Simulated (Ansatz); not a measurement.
# B5W2, space group R-3m: a conversion between chain and input file

Program: Ansatz 0.2.0, Python API.

`convert_b5w2.py`:
```python
"""Write the input file for B5W2 without running it."""

import ansatz


def main() -> None:
    lattice = ansatz.Lattice.of(
        [1.5055, 0.86920083, 6.97666667],
        [-1.5055, 0.86920083, 6.97666667],
        [0.0, -1.73840166, 6.97666667],
    )
    sites = [
        ("B", [0.186, 0.186, 0.186]),
        ("B", [0.814, 0.814, 0.814]),
        ("B", [0.333, 0.333, 0.333]),
        ("B", [0.667, 0.667, 0.667]),
        ("B", [0.5, 0.5, 0.5]),
        ("W", [0.075, 0.075, 0.075]),
        ("W", [0.925, 0.925, 0.925]),
    ]
    b5w2 = ansatz.Crystal(lattice=lattice)
    for symbol, position in sites:
        b5w2 = b5w2.atom(symbol, position)

    base = (
        b5w2.calculation()
        .pseudopotentials("paw")
        .functional("pbesol")
        .kpoints(spacing=0.32)
        .occupations("fermi_dirac")
        .relax(force_tolerance=0.005)
    )
    print(base.to_yaml())


if __name__ == "__main__":
    main()
```

Running `python convert_b5w2.py` prints:
```text
crystal:
  lattice:
    - [1.5055, 0.86920083, 6.97666667]
    - [-1.5055, 0.86920083, 6.97666667]
    - [0.0, -1.73840166, 6.97666667]
  atoms:
    - { symbol: B, position: [0.186, 0.186, 0.186] }
    - { symbol: B, position: [0.814, 0.814, 0.814] }
    - { symbol: B, position: [0.333, 0.333, 0.333] }
    - { symbol: B, position: [0.667, 0.667, 0.667] }
    - { symbol: B, position: [0.5, 0.5, 0.5] }
    - { symbol: W, position: [0.075, 0.075, 0.075] }
    - { symbol: W, position: [0.925, 0.925, 0.925] }
kpoints:
  mp_grid:
    kspacing: 0.32
hamiltonian:
  xc: pbesol
  pseudopotentials:
    kind: paw
scf:
  occupations:
    method: fermi_dirac
relax:
  f_tol: 0.005
```

The input is only written out: it wasn't run, and its settings aren't tested.
